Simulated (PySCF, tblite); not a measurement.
# CH₇N₂Si₂ radical, a small gas-phase stand-in for a defect centre (nitride 2-ring): EPR parameters

Aim: the EPR parameters of `[CH2][SiH]1N[SiH2]N1`. It is drawn as: carbon radical.

Computed with tblite 0.8.0 and PySCF 2.14.0; each step states its level. No surroundings beyond the atoms listed, unless a continuum is named. Atoms count from 0, parts from 1.

## (1) The system as given

12 atoms, charge 0, multiplicity 2; geometry: distance geometry start.

## (2) Relaxing the cluster with GFN2-xTB

The job: settings as JSON, then the geometry in Å.

```
{"job": {"kind": "relax", "xc": "GFN2-xTB", "basis": "xTB"}, "charge": 0, "multiplicity": 2}
N     -0.467257    -0.101455     1.186680
Si    -1.642427     0.313504    -0.015882
N     -0.474969    -0.328055    -1.203019
Si     0.731066    -0.617789     0.095951
C      2.196184     0.483587    -0.275218
H     -0.500812    -0.042282     2.154833
H     -1.803994     1.758411    -0.175904
H     -2.905592    -0.445325     0.081600
H     -0.750500    -1.202035    -1.671943
H      1.120025    -2.050889     0.119050
H      2.620000     0.901219     0.662126
H      1.859577     1.313997    -0.944115
```

With the program's defaults for keys left out, this is: GFN2-xTB geometry optimisation, gas phase.

Started as:

```bash
$ OMP_NUM_THREADS=1 python cluster_run.py task.json out
```

This one command runs all jobs of the session in turn.

**Question.** The jobs that follow are: PBE0-D3(BJ)/def2-SVP geometry optimisation, gas phase; UKS B3LYP, IGLO-III on C N Si, pcH-1 on H, non-relativistic, mean-field spin-orbit, GIAO; UKS BHandHLYP, IGLO-III on C N Si, pcH-1 on H, non-relativistic, mean-field spin-orbit, GIAO. Predict: point group; rotational constants (main isotopes); g(iso) (B3LYP); ⟨S²⟩; largest a(iso) (averaged by class).

**Answer**, as computed:

| quantity | value |
| --- | --- |
| point group | Cs |
| rotational constants (main isotopes) | 6.96, 2.35, 2.09 GHz |
| g(iso) (B3LYP) | 2.00260 |
| ⟨S²⟩ | 0.754 (exact 0.75) |
| largest a(iso) (averaged by class) | 13C on C4, 69.5 MHz |

What this shows: The start of the PBE0/def2-SVP relaxation was shaken at random by about 0.01 Å, so part of the energy gained, and of the first lengths quoted, undoes that. Relaxing lowered the energy by 0.384 eV in 11 steps; the close pair that moved most is Si1–H7, from 1.436 to 1.499 Å (PBE0/def2-SVP). No frequency check was run at this level, so the end point may be a saddle. Most of the unpaired spin sits on C4 (1.02 e). The isotropic g lies 0.3 ppt above the free-electron value. The coupling of 13C on C4 runs from 69.5 (B3LYP/IGLO-III+pcH-1) to 89.3 MHz (BHandHLYP/IGLO-III+pcH-1). A capped cluster stands for the solid here, so long-range fields and strain are missing, and bands or shifts of the capping hydrogens have no counterpart in it.
